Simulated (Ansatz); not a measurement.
# In2Ge2O3: the cost of one run

Computed with Ansatz 0.2.0 (DFT PBE, scalar-relativistic, plane waves, PAW, unless a step names another level, unless a step's input says otherwise).

1 further run of the same task is left out (it didn't finish). Runs told in other sessions of the task aren't counted.

### 1 The structure to begin with

It takes space group I2_13 (No. 199, cubic). Conventional cell: a = 8.670 Å, b = 8.670 Å, c = 8.670 Å, α = 90.00°, β = 90.00°, γ = 90.00°. In (site symmetry 3) is surrounded by 3 O at 2.50 Å. Around Ge (site symmetry 3) lie 3 O at 1.94 Å. Around O (site symmetry 2) lie 2 Ge at 1.94 Å and 2 In at 2.50 Å.

Structure file:

```cif
data_structure
_symmetry_space_group_name_H-M 'I2_13'
_symmetry_Int_Tables_number 199
_cell_length_a 8.6700
_cell_length_b 8.6700
_cell_length_c 8.6700
_cell_angle_alpha 90.000
_cell_angle_beta 90.000
_cell_angle_gamma 90.000
_cell_volume 651.72
loop_
_atom_site_label
_atom_site_type_symbol
_atom_site_symmetry_multiplicity
_atom_site_Wyckoff_symbol
_atom_site_fract_x
_atom_site_fract_y
_atom_site_fract_z
_atom_site_occupancy
In1 In 8 a 0.51917 0.98083 0.01917 1
Ge1 Ge 8 a 0.18690 0.18690 0.18690 1
O1 O 12 b 0.25000 0.08180 0.00000 1
```

It came out lowest among 21 distinct ends of the trial cells. At a tolerance of 0.02 Å it has space group I2_13 (No. 199).

### 2 Tight relaxation for the response runs, on the response runs' mesh and smearing

Contents of input.yaml:

```yaml
crystal:
  lattice:
    - [-4.335005784, 4.335005784, 4.335005784]
    - [4.335005784, -4.335005784, 4.335005784]
    - [4.335005784, 4.335005784, -4.335005784]
  atoms:
    - { symbol: In, position: [0.0, 0.5383452061, 0.5] }
    - { symbol: In, position: [0.5, 0.0, 0.5383452061] }
    - { symbol: In, position: [0.9616547939, 0.9616547939, 0.9616547939] }
    - { symbol: In, position: [0.5383452061, 0.5, 0.0] }
    - { symbol: Ge, position: [0.3738037837, 0.3738037837, 0.3738037837] }
    - { symbol: Ge, position: [0.1261962163, 0.5, 0.0] }
    - { symbol: Ge, position: [0.0, 0.1261962163, 0.5] }
    - { symbol: Ge, position: [0.5, 0.0, 0.1261962163] }
    - { symbol: O, position: [0.0817984154, 0.25, 0.3317984154] }
    - { symbol: O, position: [0.25, 0.3317984154, 0.0817984154] }
    - { symbol: O, position: [0.3317984154, 0.0817984154, 0.25] }
    - { symbol: O, position: [0.1682015846, 0.4182015846, 0.75] }
    - { symbol: O, position: [0.4182015846, 0.75, 0.1682015846] }
    - { symbol: O, position: [0.75, 0.1682015846, 0.4182015846] }
basis:
  ecutwfc: 420
kpoints:
  mp_grid: { grid: [6, 6, 6] }
hamiltonian:
  xc: pbe
scf:
  occupations: { method: fixed }
output:
  forces: true
  stress: true
  eigenvalues: true
relax:
  adjacent_minimum: "off"
  f_tol: 0.001
  max_steps: 60
  cell: { stress_tol: 0.01 }
```

Started as:

```
$ ansatz run input.yaml --threads 3 --pin off --max-ram 7680MiB --backend cpu --events-out ev --progress --plain --runs-dir out
```

What time and memory should one allow on 3 threads of AMD EPYC 9R45 (Zen 5), shared host?

About 38 s, with a peak of 1.1 GiB.
